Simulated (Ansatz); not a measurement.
**GeAsH3+ (quartet): from Hartree-Fock to the top rungs, cc-pVTZ**

An exercise on one series of results from a longer session: the logs are not shown, and one member is left open.

Computed with Ansatz 0.2.0, Gaussian basis. Level: cc-pVTZ, core rule «outside noble gas», up to 28 orbitals frozen.

The runs, in order: UHF; CCSD(T) on ROHF; CCSD(T) on UHF; BCCD(T) on ROHF; CCSDT(Q) on ROHF; CCSDT(Q) on UHF; CASSCF and NEVPT2, 11 electrons in 11 orbitals.

4 further runs of the same task are left out: 4 set aside as unsound or not needed.

## The geometry

The geometry is a PBE0/def2-TZVP stationary point (not a proven minimum) of the parent state, kept for this charge and spin. No spin-orbit coupling is included. The filled d shell of Ge, As may be among the frozen orbitals whatever the setting's name suggests; the logs give the count.

5 atoms, charge 1, spin multiplicity 4.

Atoms are counted from 1 here; the program's logs count them from 0.

Bond lengths: Ge1–As2 2.414 Å, Ge1–H3 1.557 Å, As2–H4 1.522 Å, As2–H5 1.522 Å. Angles: As2–Ge1–H3 114.2°, Ge1–As2–H4 97.6°, Ge1–As2–H5 97.6°, H4–As2–H5 92.8°.

As a file:

```xyz
5
charge 1, multiplicity 4
Ge    0.00000    0.06463    1.23015
As    0.00000   -0.07042   -1.18017
H     0.00000   -1.31777    1.94608
H     1.10175    0.94713   -1.43821
H    -1.10175    0.94713   -1.43821
```

The first run:

in.yaml reads:

```yaml
crystal:
  periodic: [false, false, false]
  atoms:
    - {symbol: Ge, position_ang: [0.000000, 0.064628, 1.230152]}
    - {symbol: As, position_ang: [0.000000, -0.070415, -1.180173]}
    - {symbol: H, position_ang: [0.000000, -1.317769, 1.946080]}
    - {symbol: H, position_ang: [1.101747, 0.947133, -1.438211]}
    - {symbol: H, position_ang: [-1.101747, 0.947133, -1.438211]}
basis:
  gaussian: {orbitals: cc-pVTZ}
total_charge: 1
magnetization: {spin_polarized: true, initial_magnetization: 3}
hamiltonian: {xc: hf}
output: {orbitals: {seedname: orbitals}}
```

The run is started by

```console
> ansatz run in.yaml --threads 1 --pin off --events-out ev --progress --plain --max-ram 2560MiB --backend cpu
```

Steps of the session up to this table: UHF; CCSD(T) on ROHF; CCSD(T) on UHF; BCCD(T) on ROHF; CCSDT(Q) on ROHF; CCSDT(Q) on UHF; CASSCF and NEVPT2, 11 electrons in 11 orbitals.

One of the session's tables, all rows but one given; the rest of the session is left out.

It belongs to the step «Misses and costs». 

| method | from RCCSDT(Q) (kJ/mol) |
| --- | --- |
| ROHF | +623.7 |
| UHF | +609.8 |
| RMP2 | +124.4 |
| UMP2 | +122.3 |
| RCCSD | +26.9 |
| UCCSD | +24.7 |
| RCCSD(T) | +4.9 |
| UCCSD(T) | +3.0 |
| BCCD(T) | +4.8 |
| RCCSDT | ? |
| UCCSDT | -1.1 |
| RCCSDT(Q) | 0 |
| UCCSDT(Q) | -2.0 |
| CASSCF valence | +442.9 |
| NEVPT2 valence | +112.5 |

Estimate the missing values for RCCSDT.

**Answer.** from RCCSDT(Q) (kJ/mol): +0.9. In the column «from RCCSDT(Q) (kJ/mol)» it lies between RCCSDT(Q) (0) and UCCSD(T) (+3.0).

Limits of these values: Restricted and unrestricted rows rest on different reference determinants; where their highest levels disagree by more than a few hundredths of an eV, they describe different states and don't form one ladder.
